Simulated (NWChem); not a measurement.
# AlH3S (SMILES [AlH2][SH]): M06-2X/SBKJC-VDZ (core potential)

Aim: the electronic atomisation energy of AlH3S at M06-2X/SBKJC-VDZ (core potential), from 4 runs. 

The results are computed with NWChem 7.3.0.

2 further runs of the same task are left out: 2 that didn't finish.

### 1 Starting point

AlH3S: 5 atoms, total charge 0, spin state singlet. As SMILES, `[AlH2][SH]`. Geometry: relaxed at PBE0-D4/def2-TZVP.

Bond lengths: Al1–S2 2.181 Å, Al1–H3 1.579 Å, Al1–H4 1.581 Å, S2–H5 1.344 Å. Angles: Al1–S2–H5 93.7°, S2–Al1–H3 116.5°, S2–Al1–H4 118.9°, H3–Al1–H4 124.6°.

### 2 A single-point energy at M06-2X/SBKJC-VDZ (core potential) (run 1)

The input, alh3s.nw:

```
start alh3s
memory 2200 mb

geometry noautosym nocenter noautoz
 Al    -0.616100    -0.064200    -0.181700
 S      1.129100    -0.343100     1.096600
 H     -1.981700    -0.650100     0.351100
 H     -0.441100     0.696000    -1.556400
 H      1.959700     0.287800     0.249000
end

basis "ao basis" spherical bse
 * library SBKJC-VDZ
end

ecp bse
 Al library SBKJC-VDZ
 S library SBKJC-VDZ
end

dft
 xc m06-2x
 grid fine
 convergence energy 1e-08
 maxiter 100
 mulliken
 print low
end

task dft energy
```

On the command line:

```console
$ nwchem alh3s.nw > alh3s.out
```

What it wrote:

```text
[...]
 d= 0,ls=0.0,diis     1    -13.8329612295 -2.56D+01  2.78D-02  9.75D-02     0.3
[...]
 d= 0,ls=0.0,diis     7    -13.8591723778 -3.93D-09  3.42D-06  4.68D-10     1.9
         Total DFT energy =      -13.859172377758
      One electron energy =      -44.046085349992
           Coulomb energy =       22.322610496791
    Exchange-Corr. energy =       -3.935831061364
 Nuclear repulsion energy =       11.800133536806
[...]
      Total Density - Mulliken Population Analysis
     ---------------------------------------------
    Atom       Charge   Shell Charges
 -----------   ------   -------------------------------------------------------
    1 Al   3     2.55   1.03  1.31  0.10  0.11
    2 S    6     6.25   1.55  3.44  0.31  0.95
    3 H    1     1.12   0.42  0.70
    4 H    1     1.13   0.42  0.71
    5 H    1     0.95   0.43  0.53
[...]
```

It took 2.5 s on 1 thread of Intel Xeon 6975P-C (Granite Rapids), shared host; peak memory 0.11 GiB.

### 3 The Al atom at the same level (run 2)

The input, work.nw:

```
echo
start work
title "Al"
memory stack 880 mb heap 220 mb global 1100 mb
charge 0

geometry noautosym nocenter noautoz
 Al     0.000000     0.000000     0.000000
end

basis "ao basis" spherical bse
 * library SBKJC-VDZ
end

ecp bse
 Al library SBKJC-VDZ
end

dft
 xc m06-2x
 mult 2
 grid fine
 convergence energy 1e-08
 maxiter 100
 mulliken
 noprint "final vectors analysis"
end

task dft energy
```

Run the same way, it converges to -1.92503 Eh (log not shown).

### 4 The H atom (run 3)

The input, mol.nw:

```
start mol
title "H"
memory 2200 mb
geometry units bohr noautosym nocenter noautoz
   H      0.00000000     0.00000000     0.00000000
end
basis spherical bse
   * library SBKJC-VDZ
end
dft
   xc m06-2x
   mult 2
   grid fine
   convergence energy 1e-08
   iterations 100
   mulliken
   print low
end
task dft energy
```

Run the same way, it converges to -0.49301 Eh (log not shown).

### 5 The S atom at the same level (run 4)

The input, s.nw:

```
start s
title "S"
memory 2200 mb

geometry noautosym nocenter noautoz
S      0.000000     0.000000     0.000000
end

basis spherical bse
* library SBKJC-VDZ
end

ecp bse
S library SBKJC-VDZ
end

dft
xc m06-2x
mult 3
grid fine
convergence energy 1e-08
maxiter 100
mulliken
noprint "final vectors analysis"
end

task dft energy
```

Run the same way, it converges to -10.02043 Eh (log not shown).

### 6 The series

| run | level | core potential | partner | energy (Eh) | wall time |
| --- | --- | --- | --- | --- | --- |
| 1 | M06-2X/SBKJC-VDZ (core potential) | SBKJC-VDZ | base | -13.859172 | 2.5 s |
| 2 | UM06-2X/SBKJC-VDZ (core potential) | SBKJC-VDZ | atoms | -1.925026 | 1.2 s |
| 3 | UM06-2X/SBKJC-VDZ | – | atoms | -0.493010 | 0.71 s |
| 4 | UM06-2X/SBKJC-VDZ (core potential) | SBKJC-VDZ | atoms | -10.020435 | 1.2 s |

### 7 What came out

At M06-2X/SBKJC-VDZ (core potential):

```
                     quantity         value
         S atom: total energy  -10.02043 Eh
                 S atom: ⟨S²⟩         2.002
electronic atomisation energy     11.828 eV
```

**Reading.** Taking the molecule apart into free atoms costs 11.83 eV (1141 kJ/mol), before zero-point energy and without spin-orbit coupling. The basis has no polarisation functions, which makes bonds too weak. All runs together took 5.5 s, the longest 2.5 s.
